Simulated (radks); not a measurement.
# Ionising gadolinium step by step, Gd²²⁺ to Gd⁴³⁺

One table from this session's results is given with a row withheld; the runs are named, their logs left out.

Program: radks (a radial shooting solver on a logarithmic mesh, Libxc functionals) version 1. Level of theory: scalar-relativistic Kohn-Sham, PBEsol, spin-polarised, spherical densities, finite nucleus; open shells are filled with parallel spins first. These are calculated values, not measurements, unless marked.

### Starting point

* element: gadolinium (Z = 64)
* charges: 22 to 43
* first configuration: [Kr] 4d6
* last configuration: [Ar] 3d3

The outer shells:

Gd²²⁺
```
[Kr] core
4d [↑↓][↑ ][↑ ][↑ ][↑ ]
```

Gd⁴³⁺
```
[Ar] core
3d [↑ ][↑ ][↑ ][  ][  ]
```

Set-up of the first run:

Settings of this run:

```text
Z 64
configuration [Kr] 4d6
relativity scalar-relativistic
functional pbe_sol,pbe_sol
spin polarised
nucleus finite rms 5.1569 fm
c 137.035999084
```

Among the steps run: Gd²²⁺, [Kr] 4d6.

One of the session's tables, all rows but one given; the rest of the session is left out.

It belongs to the step «Gd²²⁺, [Kr] 4d6». Sizes of the orbitals, from the radial functions (bohr):

```
  level     <r>  outermost maximum (interpolated)  90 % within  nodes
  3d up       ?                                 ?            ?      ?
3d down  0.2197                             0.180        0.341      0
  4s up  0.5225                             0.501        0.742      3
4s down  0.5228                             0.501        0.743      3
  4p up  0.5418                             0.518        0.776      2
4p down  0.5423                             0.517        0.778      2
  4d up  0.5568                             0.523        0.815      1
4d down  0.5577                             0.523        0.817      1
```

**Question.** Estimate the row for 3d up.

**Answer.** <r>: 0.2198; outermost maximum (interpolated): 0.179; 90 % within: 0.342; nodes: 0. In the column «<r>» it lies between 3d down (0.2197) and 4s up (0.5225).

To keep in mind: Open shells are spherical and high-spin; term and fine-structure splittings are not resolved.
